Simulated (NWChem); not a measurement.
# CH3K (SMILES [CH3][K]): r2SCAN/aug-pcseg-0

Aim: the electronic atomisation energy of CH3K at r2SCAN/aug-pcseg-0, from 4 runs. 

The results are computed with NWChem 7.3.0.

3 further runs of the same task are left out: 3 set aside as unsound or not needed.

## (1) Starting point

CH3K has 5 atoms, charge 0, and is taken as a singlet. As SMILES, `[CH3][K]`. Geometry: relaxed at PBE0-D4/def2-TZVP.

Bond lengths: C1–K2 2.676 Å, C1–H3 1.098 Å, C1–H4 1.098 Å, C1–H5 1.098 Å. Angles: K2–C1–H3 111.7°, K2–C1–H4 111.7°, K2–C1–H5 111.7°, H3–C1–H4 107.2°, H3–C1–H5 107.2°, H4–C1–H5 107.2°.

## (2) The energy at r2SCAN/aug-pcseg-0 (run 1)

ch3k.xyz

```xyz
5

C     -0.241700     0.077100    -0.123300
K      2.067700    -0.765900     0.932700
H     -1.091400    -0.130700     0.540300
H     -0.452400    -0.413600    -1.082700
H     -0.232300     1.159400    -0.308300
```

ch3k.nw

```
start ch3k
memory total 2200 mb

geometry noautosym nocenter noautoz
   load format xyz ch3k.xyz
end

basis spherical bse
   * library aug-pcseg-0
end

dft
   xc r2scan
   mult 1
   grid fine
   convergence energy 1e-08
   maxiter 100
   mulliken
   print low
end

task dft energy
```

Command:

```bash
$ nwchem ch3k.nw > ch3k.out
```

Standard output:

```text
[...]
 d= 0,ls=0.0,diis     1   -638.3953311977 -6.80D+02  4.92D-02  3.32D-01     0.6
[...]
 d= 0,ls=0.0,diis    10   -638.4511262920 -3.67D-09  2.30D-06  1.07D-09     4.6
         Total DFT energy =     -638.451126292029
      One electron energy =     -956.159588982086
           Coulomb energy =      316.042801295272
    Exchange-Corr. energy =      -39.746254701277
 Nuclear repulsion energy =       41.411916096062
[...]
      Total Density - Mulliken Population Analysis
     ---------------------------------------------
    Atom       Charge   Shell Charges
 -----------   ------   -------------------------------------------------------
    1 C    6     7.15   1.98  0.80  0.72 -0.04  1.40  2.10  0.19
    2 K   19    18.36   2.00  2.00  2.02  0.19 -0.05  0.00  5.99  5.48  0.66 -0.00  0.07 -0.01
    3 H    1     0.83   0.58  0.21  0.04
    4 H    1     0.83   0.58  0.21  0.04
    5 H    1     0.83   0.58  0.21  0.04
[...]
```

Wall time 5.1 s (1 thread of AMD EPYC 7R13 (Zen 3), shared host); peak memory 0.11 GiB.

## (3) The C atom, same level (run 2)

c.nw

```
start c
title "C"
memory 2200 mb
charge 0

geometry noautosym nocenter noautoz
  C        0.000000       0.000000       0.000000
end

basis spherical bse
  * library aug-pcseg-0
end

dft
  xc r2scan
  mult 3
  grid fine
  convergence energy 1e-08
  maxiter 100
  mulliken
  print low
end

task dft energy
```

Command:

```bash
$ nwchem c.nw > c.out
```

Standard output:

```text
[...]
 d= 0,ls=0.0,diis     1    -37.6867702198 -3.77D+01  3.50D-02  7.47D-02     0.1
[...]
 d= 0,ls=0.0,diis     7    -37.7344609723 -1.37D-09  5.83D-06  4.84D-11     0.2
[...]
         Total DFT energy =      -37.734460972258
      One electron energy =      -50.262462717527
           Coulomb energy =       17.697203084875
    Exchange-Corr. energy =       -5.169201339606
 Nuclear repulsion energy =        0.000000000000
[...]
      Total Density - Mulliken Population Analysis
     ---------------------------------------------
    Atom       Charge   Shell Charges
 -----------   ------   -------------------------------------------------------
    1 C    6     6.00   1.99  1.08  0.92  0.01  0.89  1.05  0.06
     --------------------------------------------
      Spin Density - Mulliken Population Analysis
     --------------------------------------------
    Atom       Charge   Shell Charges
 -----------   ------   -------------------------------------------------------
    1 C    6     2.00  -0.00  0.07 -0.07 -0.01  0.89  1.05  0.06
[...]
      <S2> =      2.0024 (Exact =     2.0000)
[...]
```

Run time: 0.74 s. Hardware: 1 thread of AMD EPYC 7R13 (Zen 3), shared host; peak memory 0.1 GiB.

Run 3 isn't shown in full; the table further down has it.

## (4) The K atom (run 4)

sp.nw

```
start sp
title "K r2SCAN"
memory stack 880 mb heap 220 mb global 1100 mb

geometry noautosym nocenter noautoz
 K      0.000000     0.000000     0.000000
end

basis spherical bse
 K library aug-pcseg-0
end

dft
 xc r2scan
 mult 2
 grid fine
 convergence energy 1e-08
 iterations 100
 mulliken
 print low
end

task dft energy
```

Run the same way, it converges to -598.69624 Eh (log not shown).

## (5) The series

| run | level | partner | energy (Eh) | wall time |
| --- | --- | --- | --- | --- |
| 1 | r2SCAN/aug-pcseg-0 | base | -638.451126 | 5.1 s |
| 2 | U-r2SCAN/aug-pcseg-0 | atoms | -37.734461 | 0.74 s |
| 3 | U-r2SCAN/aug-pcseg-0 | atoms | -0.496874 | 0.62 s |
| 4 | U-r2SCAN/aug-pcseg-0 | atoms | -598.696244 | 1.6 s |

## (6) Results

Level: r2SCAN/aug-pcseg-0.

| quantity | value |
| --- | --- |
| K atom: total energy | -598.69624 Eh |
| K atom: ⟨S²⟩ | 0.750 |
| electronic atomisation energy | 14.417 eV |

What this shows: Taking the molecule apart into free atoms costs 14.42 eV (332 kcal/mol), before zero-point energy and without spin-orbit coupling. The basis has no polarisation functions, which makes bonds too weak. All runs together took 8.1 s, the longest 5.1 s.
